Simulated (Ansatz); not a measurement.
# Cl2H3NOZr: the cost of one run

All numbers below are computed with Ansatz 0.2.0 (RKS PBE-D4/def2-SVP).

### 1 The structure to begin with

Bond lengths: Zr1–N2 2.210 Å, N2–H3 1.060 Å, N2–H4 1.060 Å, Zr1–Cl5 2.520 Å, Zr1–Cl6 2.518 Å, Zr1–O7 2.069 Å, O7–H8 1.010 Å. Angles: Zr1–N2–H3 120.0°, Zr1–N2–H4 120.0°, H3–N2–H4 120.0°, N2–Zr1–Cl5 109.5°, N2–Zr1–Cl6 109.5°, N2–Zr1–O7 109.5°, Cl5–Zr1–Cl6 109.5°, Cl5–Zr1–O7 109.5°, Cl6–Zr1–O7 109.5°, Zr1–O7–H8 109.5°.

Coordinates:

```xyz
8

Zr    0.0000    0.0000    0.0000
N     0.0000    0.0000    2.2100
H    -0.8770   -0.2713    2.7400
H     0.8770    0.2713    2.7400
Cl    2.3764    0.0000   -0.8392
Cl   -1.1869    2.0563   -0.8392
O    -0.9750   -1.6891   -0.6893
H    -1.4296   -2.1548    0.0831
```

### 2 Preparing the start

The input, input.yaml:

```yaml
crystal:
  periodic: [false, false, false]
  atoms:
    - { symbol: Zr, position_ang: [0.0, 0.0, 0.0] }
    - { symbol: "N", position_ang: [0.0, 0.0, 2.21] }
    - { symbol: H, position_ang: [-0.877, -0.2713, 2.74] }
    - { symbol: H, position_ang: [0.877, 0.2713, 2.74] }
    - { symbol: Cl, position_ang: [2.3764, 0.0, -0.8392] }
    - { symbol: Cl, position_ang: [-1.1869, 2.0563, -0.8392] }
    - { symbol: O, position_ang: [-0.975, -1.6891, -0.6893] }
    - { symbol: H, position_ang: [-1.4296, -2.1548, 0.0831] }
basis:
  gaussian: { orbitals: def2-SVP }
hamiltonian:
  xc: pbe
  dispersion: d4
relax:
  f_tol: 0.02
  max_steps: 40
```

On the command line:

```console
> ansatz run input.yaml --threads 4 --pin off --max-ram 5120MiB --backend cpu --events-out ev --progress --plain --runs-dir out
```

**Question.** How long does this run take on 4 threads of Arm Neoverse V2, shared host, and how much memory does it need?

About 33 s, with a peak of 0.17 GiB.
